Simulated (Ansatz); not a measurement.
AlNi, space group Pm-3m, a fixed-spin-moment curve

With the Ansatz DFT code, driven from Python.

Run as a notebook:

**Cell 1**
```python
import warnings

import ansatz as az
from pymatgen.core import Lattice, Structure
from pymatgen.io.ase import AseAtomsAdaptor
```

**Cell 2**
```python
warnings.simplefilter("ignore", az.DeckWarning)
```

**Cell 3**
```python
pmg_structure = Structure(
    Lattice([[2.881, 0.0, 0.0], [0.0, 2.881, 0.0], [0.0, 0.0, 2.881]]),
    ["Al", "Ni"],
    [
        [0.0, 0.0, 0.0],
        [0.5, 0.5, 0.5],
    ],
)
crystal = az.Crystal.from_ase(AseAtomsAdaptor.get_atoms(pmg_structure))
```

**Cell 4**
```python
crystal.resolved().sites[-1]
```
Output:
```text
Site(symbol='Ni', position=(0.5, 0.5, 0.5), moment=None, axis=None, held=None, saved=None)
```

**Cell 5**
```python
model = crystal.calculation()
model = model.functional("LDA")
model = model.basis(420, density_ratio=8).kpoints(5, shift=0.5)
model = model.occupations("fermi_dirac", width=0.3).mixing("anderson", preconditioner="resta")
model = model.eigensolver("davidson")
# a hard lock holds the total moment, with one Fermi level a spin
rows = []
for total in [0.0, 0.3, 0.6, 0.9, 1.2, 1.5, 1.8]:
    rep = model.spin("collinear", total=total, lock="hard").run(threads=1).report
    up, down = rep["spin_fermi_energies_ev"]
    rows.append((total, rep["free_energy_ev"], up - down, rep["absolute_magnetization_mub"]))
reference = rows[0][1]
rows = [(m, 1000 * (e - reference), split, size) for m, e, split, size in rows]
for row in rows:
    print("; ".join(f"{name} = {round(v, 4) if isinstance(v, float) else v}" for name, v in zip(["total muB", "F - F(0) meV", "EF up - down eV", "absolute muB"], row)))
best = min(rows, key=lambda row: row[1])
print(f"lowest at {best[0]} muB per cell, {best[1]:.1f} meV against the first point")
```
Output:
```text
RunWarning: this spin-polarised run has no starting moment large enough to seed its density, and nothing else in its deck makes the two spin channels differ, so an SCF from that start keeps the magnetisation at zero until it first converges, unless a state found ahead of a linear-response series gives it moments (lr_reference_state). Behind a single point's SCF or a chain's scf step, and behind [...]
total muB = 0.0; F - F(0) meV = 0.0; EF up - down eV = 0.0; absolute muB = 0.0
total muB = 0.3; F - F(0) meV = 38.8292; EF up - down eV = 0.5196; absolute muB = 0.3
total muB = 0.6; F - F(0) meV = 158.7105; EF up - down eV = 1.109; absolute muB = 0.6
total muB = 0.9; F - F(0) meV = 388.0986; EF up - down eV = 1.964; absolute muB = 0.9
total muB = 1.2; F - F(0) meV = 735.6358; EF up - down eV = 2.6339; absolute muB = 1.2
total muB = 1.5; F - F(0) meV = 1174.0274; EF up - down eV = 3.2172; absolute muB = 1.5
total muB = 1.8; F - F(0) meV = 1712.3937; EF up - down eV = 4.0314; absolute muB = 1.8
lowest at 0.0 muB per cell, 0.0 meV against the first point
```

The lowest point lies at 0 μB a cell, the first of the scan; at 1.8 μB the energy is 1712 meV above the lowest.

What to keep in mind:
- The settings weren't tested for convergence.
- The mesh is modest for a metal, so energies can be off by several to tens of meV an atom and pressures by half a GPa or more; differences at equal mesh fare better.
- The smearing is wide enough that free energy and stress hold a thermal part of the electrons.
- The structure is a deposited one; some such entries were measured under pressure or heat, so a shift against it needn't be the functional's error alone.
- Warnings are shown shortened and without file and line.
- Only points where the Fermi levels of the two spins meet (minima, maxima and zero moment) are free solutions; a shallow minimum can lie between the points.
- The script silences the warnings on its input, which a real study should read.
- It ran for 8.8 s on 1 thread of Arm Neoverse V2 (shared host), peak memory 0.41 GiB.
